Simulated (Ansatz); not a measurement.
A nudged elastic band was laid between two geometries of a periodic cell of 13 atoms, Ti₁₂H (host Ti, host structure hcp, interstitial H).

The calculation used DFT PBE-D3(BJ), scalar-relativistic, plane waves, PAW in Ansatz 0.2.0. Settings: cutoff 420 eV, k mesh 3x2x4, gaussian smearing 0.15 eV, no spin polarisation.

```json
{
  "movable images": "5",
  "climbing image": "yes",
  "spring": "5.0 eV/Å²",
  "optimiser": "quadratic models (default)",
  "start path": "straight line",
  "force threshold": "0.05 eV/Å",
  "iteration limit": "60",
  "end points": "relaxed"
}
```

Initial state:

```xyz
13
Lattice="5.9000 0.0000 0.0000 -4.4250 7.6643 0.0000 0.0000 0.0000 4.6846" Properties=species:S:1:pos:R:3
Ti -0.002 0.020 -0.003
Ti -0.005 1.703 2.333
Ti -1.479 2.549 0.022
Ti -1.476 4.233 2.369
Ti -2.988 5.088 0.026
Ti -2.994 6.837 2.339
Ti 2.947 0.028 -0.014
Ti 2.950 1.713 2.336
Ti 1.477 2.556 0.026
Ti 1.472 4.238 2.357
Ti 0.039 5.089 0.013
Ti 0.033 6.838 2.328
H -1.479 5.962 3.520
```

Final state:

Only the atoms that move by more than 0.05 Å are listed.
```
H13 -1.488 5.962 1.163
```

**Question.** What changes between the two ends?

**Answer.** The atom that moves furthest is H13, by 2.36 Å.

**Question.** What energy profile does the band end with?

**Answer.** It converged. The highest image is number 3 of 0 to 6, 0.58 eV above the ends, which have the same energy within 2 meV. By the program's own check the climbing image is of a kind that is not told: the force calls were inconclusive, a negative curvature could not be distinguished from the path's own, the only one lies far off the path, or fixed occupations may fill a level only in part (lowest curvatures found: -1.61 and 0.99 eV/Å²). Limits of this set-up: coarse k mesh, odd electron count without spin.

```tsv
image	path coordinate (Å)	energy (eV)
0	0.00	0.00
1	0.38	0.18
2	0.76	0.47
3	1.14	0.58
4	1.52	0.47
5	1.90	0.18
6	2.28	0.00
```

**Question.** What is the geometry of the highest image?

**Answer.** 
```xyz
13
Lattice="5.9000 0.0000 0.0000 -4.4250 7.6643 0.0000 0.0000 0.0000 4.6846" Properties=species:S:1:pos:R:3:forces:R:3
Ti -0.002 0.022 0.000 0.00 0.00 0.00
Ti 0.002 1.707 2.344 0.00 0.00 0.00
Ti -1.480 2.544 0.004 0.00 0.00 0.00
Ti -1.473 4.204 2.347 0.00 0.00 0.00
Ti -3.027 5.060 0.003 0.00 0.00 0.00
Ti -2.994 6.840 2.342 0.00 0.00 0.00
Ti 2.948 0.081 0.000 0.00 0.00 0.00
Ti 2.941 1.720 2.344 0.00 0.00 0.00
Ti 1.474 2.564 0.002 0.00 0.01 0.00
Ti 1.470 4.231 2.345 0.00 0.00 0.00
Ti 0.073 5.071 0.003 0.00 0.00 0.00
Ti 0.035 6.847 2.342 0.00 0.00 0.00
H -1.478 5.957 2.343 0.00 0.00 0.00
```

The run took 6.1 min on 4 threads of Intel(R) Xeon(R) Platinum 8488C (Sapphire Rapids), on a shared host, peak memory 1.6 GiB.
